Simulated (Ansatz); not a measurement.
MnS:

```xyz
2
Lattice="0.0000 2.6045 2.6045 2.6045 0.0000 2.6045 2.6045 2.6045 0.0000" Properties=species:S:1:pos:R:3 pbc="T T T"
Mn    0.0000    0.0000    0.0000
S     2.6045    2.6045    2.6045
```

* Program: Ansatz 0.2.0
* Task: relaxation of cell and atoms
* Functional: revPBE
* Dispersion: D3(BJ)
* Potentials or basis: all-electron LAPW, scalar-relativistic
* Basis error allowed: 0.001 eV/atom
* k mesh: 9 × 9 × 9
* Occupations: fermi-dirac, width 0.05 eV
* Spin: collinear spin, ferromagnetic start
* Starting moments: [4.0, 0.0] μB

At the start: volume 17.67 Å³/atom.

Q: How do energy, volume and symmetry change on relaxing?

A: Over 12 steps the energy falls by 60.7 meV/atom and the volume is 15.82 Å³/atom (-10.5 %); space group Fm-3m (No. 225, to 0.05 Å); moment 4.42 μB per cell.

The path:
| step | energy change (eV) | largest force (eV/Å) | volume (Å³) |
| --- | --- | --- | --- |
| 1 | 0.0000 | 0.0000 | 35.33 |
| 2 | -0.1057 | 0.0000 | 32.41 |
| 3 | -0.1070 | 0.0000 | 32.36 |
| 4 | -0.1075 | 0.0000 | 32.34 |
| 5 | -0.1127 | 0.0000 | 32.12 |
| 6 | -0.1176 | 0.0000 | 31.52 |
| 7 | -0.1208 | 0.0000 | 31.72 |
| 8 | -0.1213 | 0.0000 | 31.67 |
| 9 | -0.1214 | 0.0000 | 31.62 |
| 10 | -0.1215 | 0.0000 | 31.65 |
| 11 | -0.1215 | 0.0000 | 31.64 |
| 12 | -0.1215 | 0.0000 | 31.64 |

Final structure:
```
Mn S
1.0
     0.00000    2.51039    2.51039
     2.51039    0.00000    2.51039
     2.51039    2.51039    0.00000
Mn S
1 1
Direct
  0.00000 0.00000 0.00000
  0.50000 0.50000 0.50000
```

Caveat: the volume moved by -10 % from the deposited cell, more than functionals usually miss; a cell with one magnetic atom can't hold antiferromagnetic order, which such compounds often take.
